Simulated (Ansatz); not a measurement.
# Cu2H3: the cost of one run

Computed with Ansatz 0.2.0 (DFT PBE, scalar-relativistic, plane waves, PAW, unless a step's input says otherwise).

## (1) Starting point

It takes space group R32 (No. 155, trigonal). The conventional cell has a = 4.967 Å, b = 4.967 Å, c = 6.017 Å, α = 90.00°, β = 90.00°, γ = 120.00°. Cu (site symmetry 3) has 6 H at 1.95 to 2.00 Å as nearest neighbours. Around H (site symmetry 2) lie 4 Cu at 1.95 to 2.00 Å.

As a file:

```xyz
5
Lattice="2.4836 1.4339 2.0056 -2.4836 1.4339 2.0056 0.0000 -2.8678 2.0056" Properties=species:S:1:pos:R:3 pbc="T T T"
Cu    0.0000    0.0000    1.5643
Cu    0.0000    0.0000    4.4524
H    -0.6209   -1.7924    2.0056
H     1.8627    0.3585    2.0056
H    -1.2418    1.4339    2.0056
```

A structure generator made this guess: species swapped into a database cell of Ni3Se2 (R32, No. 155), with H on the Ni sites and Cu on the Se sites. Lengths come from tabulated atomic sizes and are only a guess.

## (2) A first look at the guess

input.yaml

```yaml
crystal:
  lattice:
    - [2.48357479, 1.43389257, 2.00557427]
    - [-2.48357479, 1.43389257, 2.00557427]
    - [0.0, -2.86778514, 2.00557427]
  atoms:
    - { symbol: Cu, position: [0.25999999, 0.25999999, 0.25999999] }
    - { symbol: Cu, position: [0.74000001, 0.74000001, 0.74000001] }
    - { symbol: H, position: [0.0, 0.25, 0.75] }
    - { symbol: H, position: [0.75, 0.0, 0.25] }
    - { symbol: H, position: [0.25, 0.75, 0.0] }
basis:
  ecutwfc: 420
kpoints:
  mp_grid: { grid: [6, 6, 6] }
hamiltonian:
  xc: pbe
scf:
  occupations: { method: gaussian, width: 0.1 }
  lower_state_search: "off"
output:
  forces: true
  stress: true
  eigenvalues: true
```

Started as:

```sh
$ ansatz run input.yaml --threads 1 --pin off --max-ram 2560MiB --backend cpu --events-out ev --progress --plain --runs-dir out
```

**Question.** How long does this run take on 1 thread of Arm Neoverse V2, shared host, and how much memory does it need?

About 2.3 s, with a peak of 0.31 GiB.
